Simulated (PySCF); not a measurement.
**PtF3: quartet, from a trigonal planar start**

Where does quartet PtF3 go from a trigonal planar start, is the end point a minimum, and what are its modes, charges and moments?

Computed with PySCF 2.14.0. Level: PBE0, basis Pt def2-SVP with ECP60, F def2-SVP, scalar-relativistic core potentials, no spin–orbit coupling, density fitting.

### 1 Where the work starts

4 atoms, charge 0, spin multiplicity 4.

Bond lengths: Pt1–F2 1.870 Å, Pt1–F3 1.870 Å, Pt1–F4 1.870 Å. Angles: F2–Pt1–F3 120.0°, F2–Pt1–F4 120.0°, F3–Pt1–F4 120.0°.

```xyz
4
charge 0 multiplicity 4
Pt    0.0000    0.0000    0.0000
F     1.8700    0.0000    0.0000
F    -0.9350    1.6195    0.0000
F    -0.9350   -1.6195    0.0000
```

### 2 Trigonal planar start, quartet: relaxation

The steps below are one call of a driver around PySCF. For each, scf.py gives the equivalent set-up of the SCF; relaxations use the driver's own optimiser. Before each start the driver seeks the lowest SCF state from one or more starting densities and follows internal instabilities, so scf.py alone need not reach the same state.

The program finds D3h symmetry in the start, which this walk keeps. Threshold on the gradient: 0.0003 Eh/bohr, with a further test on the energy change.

The input, scf.py:

```python
from pyscf import gto, scf, dft
mol = gto.M(atom='''
Pt     0.000000    -0.000000    -0.000000
F      1.870019    -0.000016    -0.000000
F     -0.934995     1.619492    -0.000000
F     -0.935023    -1.619476     0.000000''',
    basis={'Pt': 'def2-SVP', 'F': 'def2-SVP'},
    ecp={'Pt': 'def2-SVP'},
    charge=0, spin=3)
mf = dft.UKS(mol, xc='PBE0')
mf.grids.atom_grid = (50, 194)
aux = {'Pt': 'def2-universal-JKFIT', 'F': 'def2-universal-JKFIT'}
mf = mf.density_fit(auxbasis=aux)
mf.kernel()
```

Energy and gradient, step by step:

| step | energy (Eh) | change (kJ/mol) | largest symmetric gradient (Eh/bohr) |
| --- | --- | --- | --- |
| 0 | -418.218373 | 0.00 | 0.02776 |
| 1 | -418.221302 | -7.69 | 0.00969 |
| 2 | -418.221803 | -9.01 | 0.00125 |
| 3 | -418.221809 | -9.02 | 0.00007 |

The walk needed 4.7 s of wall time on 4 threads, shared host.

Positions (Å) and forces (eV/Å) along the way, with the part that breaks the symmetry left in:

```
step 0
Pt   0.000   0.000   0.000  -1.070   0.000   0.000
F    1.870   0.000   0.000   1.855   0.000   0.000
F   -0.935   1.619   0.000  -0.392   1.175   0.000
F   -0.935  -1.619   0.000  -0.392  -1.175   0.000
step 1
Pt   0.000   0.000   0.000  -0.893   0.000   0.000
F    1.934   0.000   0.000  -0.160   0.000   0.000
F   -0.967   1.675   0.000   0.527  -0.466   0.000
F   -0.967  -1.675   0.000   0.527   0.466   0.000
step 2
Pt   0.000   0.000   0.000  -0.933   0.001   0.000
F    1.917   0.000   0.000   0.293   0.000   0.000
F   -0.959   1.660   0.000   0.321  -0.096   0.000
F   -0.959  -1.660   0.000   0.320   0.095   0.000
step 3
Pt   0.000   0.000   0.000  -0.940   0.000   0.000
F    1.915   0.000   0.000   0.364   0.000   0.000
F   -0.957   1.658   0.000   0.288  -0.038   0.000
F   -0.957  -1.658   0.000   0.288   0.038   0.000
```

End point (D3h, 3 steps, 9.0 kJ/mol gained): Pt–F 1.915 Å (×3); F–Pt–F 120.0° (×3). A gradient of 0.0183 Eh/bohr that breaks the symmetry is left: this electronic state wants a lower symmetry.

### 3 Releasing the symmetry

The geometry is nudged along the force that breaks the symmetry.

The program finds Cs symmetry in the start, which may break.

scf.py: that of step 2 with these lines changed.

```diff
@@ -3,4 +3,4 @@
-Pt     0.000000    -0.000000    -0.000000
-F      1.870019    -0.000016    -0.000000
-F     -0.934995     1.619492    -0.000000
-F     -0.935023    -1.619476     0.000000''',
+Pt    -0.016821     0.000000    -0.000000
+F      1.976263    -0.000021     0.000000
+F     -0.901803     1.655336     0.000000
+F     -0.901839    -1.655317     0.000000''',
```

Steps of the walk:

| step | energy (Eh) | change (kJ/mol) | largest gradient (Eh/bohr) |
| --- | --- | --- | --- |
| 0 | -418.221305 | 0.00 | 0.02026 |
| 1 | -418.224478 | -8.33 | 0.01514 |
| 2 | -418.225689 | -11.51 | 0.01728 |
| 3 | -418.229367 | -21.17 | 0.02051 |
| 4 | -418.231637 | -27.13 | 0.00928 |
| 5 | -418.231890 | -27.79 | 0.00505 |
| 6 | -418.232010 | -28.10 | 0.00253 |
| 7 | -418.232061 | -28.24 | 0.00014 |
| 8 | -418.232062 | -28.24 | 0.00002 |

The walk took 14 s.

It settles in C2v symmetry, 28.2 kJ/mol below the start, after 8 steps: Pt–F 1.853 Å (×2), Pt–F 1.986 Å; F–Pt–F 99.6° (×2), F–Pt–F 160.7°.

### 4 Frequencies

The point is checked on the finer grid, and tightened if its gradient asks for it. The Hessian and the dipole derivatives come from central differences of analytic gradients, with steps of 0.01 bohr.

scf.py: that of step 3 with these lines changed.

```diff
@@ -3,4 +3,4 @@
-Pt    -0.016821     0.000000    -0.000000
-F      1.976263    -0.000021     0.000000
-F     -0.901803     1.655336     0.000000
-F     -0.901839    -1.655317     0.000000''',
+Pt    -0.111425    -0.000004    -0.000000
+F      1.876861     0.000060     0.000000
+F     -0.406167     1.828456    -0.000000
+F     -0.406050    -1.828482    -0.000000''',
@@ -11 +11 @@
-mf.grids.atom_grid = (50, 194)
+mf.grids.atom_grid = (75, 302)
```

The driver hands on the density of the step before, so the log starts near convergence.

Log of the central SCF (cycles and frontier levels):

```text
init E= -418.23191663443
[... the frontier-level lines of each cycle are left out ...]
cycle= 1 E= -418.231916629233  delta_E= 5.2e-09  |g|= 0.000131  |ddm|= 0.000141
cycle= 2 E= -418.231916599229  delta_E= 3e-08  |g|= 0.000313  |ddm|= 0.000336
cycle= 3 E= -418.231916635516  delta_E= -3.63e-08  |g|= 1.37e-05  |ddm|= 0.000239
cycle= 4 E= -418.231916635589  delta_E= -7.31e-11  |g|= 1.23e-06  |ddm|= 1.11e-05
Extra cycle  E= -418.231916635589  delta_E= -3.41e-13  |g|= 2.06e-06  |ddm|= 3.19e-06
converged SCF energy = -418.231916635589  <S^2> = 3.7590652  2S+1 = 4.00453
```

The whole step took 36 s.

Geometry: C2v; Pt–F 1.852 Å (×2), Pt–F 1.988 Å; F–Pt–F 99.2° (×2), F–Pt–F 161.7°.

Modes, for the most abundant isotopes:

```csv
symmetry,ω (cm⁻¹),IR (km/mol)
b2,113,5.8
b1,137,9.4
a1,140,4.8
a1,522,24.6
a1,652,1.0
b2,717,127
```

No imaginary mode, so this is a minimum.

Constants and moments:

```
Dipole moment                                                   : 2.05 D
Highest occupied level                                          : -8.70 eV
Lowest empty level                                              : -6.31 eV
Rotational constants                                            : 0.223, 0.1327, 0.08319 cm⁻¹
Zero-point energy                                               : 13.6 kJ/mol
Principal polarisabilities                                      : 21.3, 37.6, 42.0 bohr³
Atomisation energy without zero-point energy                    : 879 kJ/mol
Principal traceless quadrupole moments about the centre of mass : -4.11, -1.45, 5.56 D Å
Entropy at 298.15 K and 1 bar (electronic part: spin only)      : 334.6 J/(mol K)
Heat capacity Cp at 298.15 K                                    : 69.6 J/(mol K)
Enthalpy at 298.15 K above 0 K                                  : 16.44 kJ/mol
Rotational symmetry number                                      : 2
Spin squared ⟨S²⟩                                               : 3.759
```

Populations by atom (charges in e):

| atom | Mulliken | Löwdin | polar tensor | spin (Mulliken) | Mayer order to Pt1 |
| --- | --- | --- | --- | --- | --- |
| Pt1 | 0.94 | 0.45 | 1.34 | 1.94 | – |
| F2 | -0.33 | -0.20 | -0.40 | 0.45 | 0.88 |
| F3,4 | -0.31 | -0.13 | -0.47 | 0.31 | 1.02 |

Mulliken populations on Pt1 (outside its core potential): s 2.73, p 6.31, d 7.96, f 0.05.

### 5 Summary of results

| quantity | value |
| --- | --- |
| minimum | quartet, C2v |
| geometry | Pt–F 1.852 Å (×2), Pt–F 1.988 Å; F–Pt–F 99.2° (×2), F–Pt–F 161.7° |
| wavenumbers (cm⁻¹) | 113 (b2), 137 (b1), 140 (a1), 522 (a1), 652 (a1), 717 (b2) |
| dipole moment | 2.05 D |
| highest occupied, lowest empty level (either spin) | -8.70, -6.31 eV |
| polar-tensor charge of Pt1 | +1.34 e |
| zero-point energy | 13.6 kJ/mol |
| entropy at 298.15 K | 334.6 J/(mol K) |
| atomisation energy (no zero-point energy) | 879 kJ/mol |
| ⟨S²⟩ | 3.759 |

**Reading.** From D3h at the start the molecule goes to a C2v minimum. The strongest infrared band lies at 717 cm⁻¹ (b2, stretch). Most of the spin sits on Pt1 (Mulliken spin 1.94, against 3 for the whole molecule). Other starts or spin states, not run here, may lie lower. One determinant may miss the lowest occupation of an open d or f shell. Spin–orbit coupling, left out here, can matter for elements this heavy.

The search up to here took 61 s.
